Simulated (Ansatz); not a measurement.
# Li3SiN2: the cost of one run

Method: DFT PBE, scalar-relativistic, plane waves, PAW, in Ansatz 0.2.0.

## Step 1: The starting structure

It takes space group R-3m (No. 166, trigonal). Conventional cell: a = 4.731 Å, b = 4.731 Å, c = 11.767 Å, α = 90.00°, β = 90.00°, γ = 120.00°. Li (site symmetry 2/m) has 4 Li at 2.37 Å and 2 Si at 2.39 Å and 6 N at 2.77 to 2.83 Å as nearest neighbours. Si (site symmetry -3m) is surrounded by 6 Li at 2.39 Å. N (site symmetry 3m) has 9 Li at 2.77 to 2.83 Å and 3 Si at 2.78 Å as nearest neighbours.

As a file:

```
CELL_PARAMETERS angstrom
2.36566 1.36581 3.92228
-2.36566 1.36581 3.92228
0.00000 -2.73163 3.92228
ATOMIC_POSITIONS crystal
Li 0.00000 0.50000 0.50000
Li 0.50000 0.00000 0.50000
Li 0.50000 0.50000 0.00000
Si 0.50000 0.50000 0.50000
N 0.87742 0.87742 0.87742
N 0.12258 0.12258 0.12258
```

The cell is invented: species swapped into a database cell of Li2ZnCu3 (R-3m, No. 166), with N on the Li sites, Si on the Zn sites and Li on the Cu sites. The dimensions are guesses.

## Step 2: A first look at the guess

Input file input.yaml:

```yaml
crystal:
  lattice:
    - [2.36565719, 1.36581281, 3.92228254]
    - [-2.36565719, 1.36581281, 3.92228254]
    - [0.0, -2.73162563, 3.92228254]
  atoms:
    - { symbol: Li, position: [0.0, 0.5, 0.5] }
    - { symbol: Li, position: [0.5, 0.0, 0.5] }
    - { symbol: Li, position: [0.5, 0.5, 0.0] }
    - { symbol: Si, position: [0.5, 0.5, 0.5] }
    - { symbol: "N", position: [0.87742203, 0.87742203, 0.87742203] }
    - { symbol: "N", position: [0.12257797, 0.12257797, 0.12257797] }
basis:
  ecutwfc: 420
kpoints:
  mp_grid: { grid: [6, 6, 6] }
hamiltonian:
  xc: pbe
scf:
  occupations: { method: gaussian, width: 0.1 }
  lower_state_search: "off"
output:
  forces: true
  stress: true
  eigenvalues: true
```

Run with:

```
> ansatz run input.yaml --threads 1 --pin off --max-ram 2560MiB --backend cpu --events-out ev --progress --plain --runs-dir out
```

**Question.** How long does this run take on 1 thread of Arm Neoverse V1, shared host, and how much memory does it need?

About 2.9 s, with a peak of 0.33 GiB.
